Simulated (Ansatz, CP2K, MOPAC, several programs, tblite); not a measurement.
## Many methods on one cell: GeSb4Te7 (P-3m1)

A 12-atom cell of GeSb4Te7 (P-3m1) from a materials database, relaxed with r2SCAN+rVV10 in Ansatz, was computed with several methods. The symmetry is P-3m1 (No. 164, trigonal); a = 4.266 Å, c = 24.224 Å in the conventional setting, 31.81 Å³ an atom. Around Ge lie 6 Te at 2.98 Å; around Sb lie 6 Te at 3.00–3.16 Å; around Sb lie 6 Te at 2.99–3.18 Å; around Te lie 3 Sb at 3.00 Å; around Te lie 3 Sb at 2.99 Å; around Te lie 3 Ge at 2.98 Å and 3 Sb at 3.18 Å; around Te lie 6 Sb at 3.16 Å. No spin polarisation and no zero-point or thermal motion.

```cif
data_structure
_symmetry_space_group_name_H-M 'P 1'
_symmetry_Int_Tables_number 1
_cell_length_a 4.2657
_cell_length_b 4.2657
_cell_length_c 24.2241
_cell_angle_alpha 90.000
_cell_angle_beta 90.000
_cell_angle_gamma 120.000
_cell_volume 381.73
loop_
_atom_site_label
_atom_site_type_symbol
_atom_site_fract_x
_atom_site_fract_y
_atom_site_fract_z
_atom_site_occupancy
Ge1 Ge 0.00000 0.00000 0.50000 1
Sb1 Sb 0.66667 0.33333 0.91821 1
Sb2 Sb 0.33333 0.66667 0.34802 1
Sb3 Sb 0.33333 0.66667 0.08179 1
Sb4 Sb 0.66667 0.33333 0.65198 1
Te1 Te 0.33333 0.66667 0.84780 1
Te2 Te 0.66667 0.33333 0.15220 1
Te3 Te 0.00000 0.00000 0.72195 1
Te4 Te 0.66667 0.33333 0.43089 1
Te5 Te 0.33333 0.66667 0.56911 1
Te6 Te 0.00000 0.00000 0.00000 1
Te7 Te 0.00000 0.00000 0.27805 1
```

Gaps and times are for a single point on this cell; volume and bulk modulus come from each method's own relaxation or energy curve at fixed shape, which is too stiff where a cell has free coordinates or axes. Times are rough, from shared hosts (Intel Xeon Platinum 8488C), and each method has its own mesh and cell size. A double dagger marks a value from a curve with shape and coordinates held. PM7 (MOPAC) and PM6 (MOPAC): levels, charges or heat of formation failed a check of plausibility, so no values are given. PM6 (MOPAC), PM7 (MOPAC), GFN1-xTB (tblite) treat a cluster of cells at its zone centre, which samples few k points: where these miss a band edge, the gap comes out too large for that reason alone. Gaps from k meshes are read at a limited set of points (mesh, symmetry points, PBE's band edges), so each method's own least gap may be somewhat smaller. xTB and the PM methods were fitted mostly to molecules, and can miss a solid's gap by electronvolts. Minimal bases can be far off for gaps. Curves at held shape can't give the bulk modulus of a layered or molecular crystal, so none is listed. d marks a direct gap, i an indirect one (no mark: not told apart), a dash a value that wasn't computed or didn't pass its checks.

| method | kind | gap (eV) | own volume (Å³/atom) | bulk modulus (GPa) | atoms computed | processor time |
| --- | --- | --- | --- | --- | --- | --- |
| light PBE (260 eV and a coarse mesh) | light plane-wave | 0.32 d | – | – | 12 | 10 s |
| PM7 (MOPAC) | semi-empirical | – | – | – | 108 | 46 s |
| PBE/SZV (CP2K) | small basis | 0.29 d | – | – | 12 | 47 s |
| GFN1-xTB (tblite) | tight binding | 0.71 | – | – | 108 | 60 s |
| PBE/DZVP (CP2K) | small basis | 0.31 d | 33.36‡ | – | 12 | 90 s |
| PBE | semilocal | 0.32 d | – | – | 12 | 90 s |
| PM6 (MOPAC) | semi-empirical | – | – | – | 108 | 95 s |
| r2SCAN | semilocal | 0.41 d | – | – | 12 | 2.7 min |

Against r2SCAN (0.41 eV) and with closed or daggered gaps left aside, the nearest gap at the points sampled is that of light PBE (260 eV and a coarse mesh) (-0.09 eV) and the farthest that of GFN1-xTB (tblite) (+0.30 eV). r2SCAN is only a yardstick of convenience: semilocal gaps usually lie below measured ones, which GLLB-SC and hybrids aim to mend.

Runs without a result: GFN2-xTB (tblite) (single point, out of time), GLLB-SC (GPAW) (single point, out of time).

No spin-orbit coupling is included; it can move band edges with weight on the heavy atoms by tenths of an eV.
